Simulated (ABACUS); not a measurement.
Runs of ABACUS 3.10.1 on NaLaMnMoO6. The structure is monoclinic, space group P2_1 (No. 4). Conventional cell: a = 5.557 Å, b = 5.598 Å, c = 8.025 Å, α = 90.00°, β = 90.44°, γ = 90.00°. La (site symmetry 1) has 8 O at 2.40 to 2.69 Å as nearest neighbours. Mo (site symmetry 1) has 5 O at 1.83 to 2.03 Å as nearest neighbours. Mn (site symmetry 1) has 6 O at 2.07 to 2.20 Å as nearest neighbours. Na (site symmetry 1) is surrounded by 4 O at 2.36 to 2.63 Å. O (site symmetry 1) is surrounded by 1 Mo at 1.83 Å and 1 Mn at 2.08 Å. Around O (site symmetry 1) lie 1 Mo at 1.87 Å. O (site symmetry 1) has 1 Mo at 1.91 Å and 1 Mn at 2.08 Å as nearest neighbours. O (site symmetry 1) has 1 Mo at 2.03 Å and 1 Mn at 2.07 Å as nearest neighbours. The cell was built by a generator and needn't be a form met in nature.

```csv
task,level,potentials or basis,cell,k mesh,cutoff (eV),radial cutoff of the potentials (pseudo_rcut),max steps of the relaxation,force threshold,optimiser,stress threshold,gap on the mesh (eV),pressure (GPa),moment (μB),largest force (eV/Å)
relaxation of cell and atoms,PBE,"PseudoDojo NC SR 0.4.1 PBE standard, DZP LCAO (the cutoffs set its grid)",relaxed to 10 GPa,4 × 4 × 3,1510,7 bohr,60,0.01 eV/Å,cg,0.5 kbar,-,10.0,9.42,0.01
single point,HCTH407,"GBRV ultrasoft 1.5 PBE, plane waves",as given,3 × 3 × 3,544,10 bohr,-,-,-,-,(d),1.5,10.00,0.94
single point,PBEsol,"GBRV ultrasoft 1.5 PBE, plane waves",as given,3 × 3 × 3,544,10 bohr,-,-,-,-,0.17,-5.0,9.95,0.14
single point,r2SCAN,"SG15 ONCV 1.2 PBE, plane waves",as given,3 × 3 × 2,1742,7 bohr,-,-,-,-,(b),(a),10.00,(c)
```

Alike in all rows: spin collinear, ferromagnetic start; smearing fermi-dirac 0.05 eV.

Estimate the missing entries.

(a) -3.0; (b) 0.79; (c) 0.78; (d) 0.55.

Caveats: only a ferromagnetic start was run, and an antiferromagnetic order may lie lower in energy; the potentials were made for another functional, which shifts forces and pressure (some runs); spin-orbit coupling is left out, which moves the levels of the heavy elements (some runs); an odd mesh through Γ misses points on the zone boundary, where band edges often lie (some runs); there are fewer bands than atomic start orbitals, so a level may be missed at k points of high symmetry (some runs); the atomic orbitals were generated for these runs and aren't a published set (some runs); the basis of atomic orbitals isn't converged, which shifts pressures, moduli and gaps (some runs).

A k mesh can miss the band edges, and the runs leave out spin-orbit coupling on La, Mo.
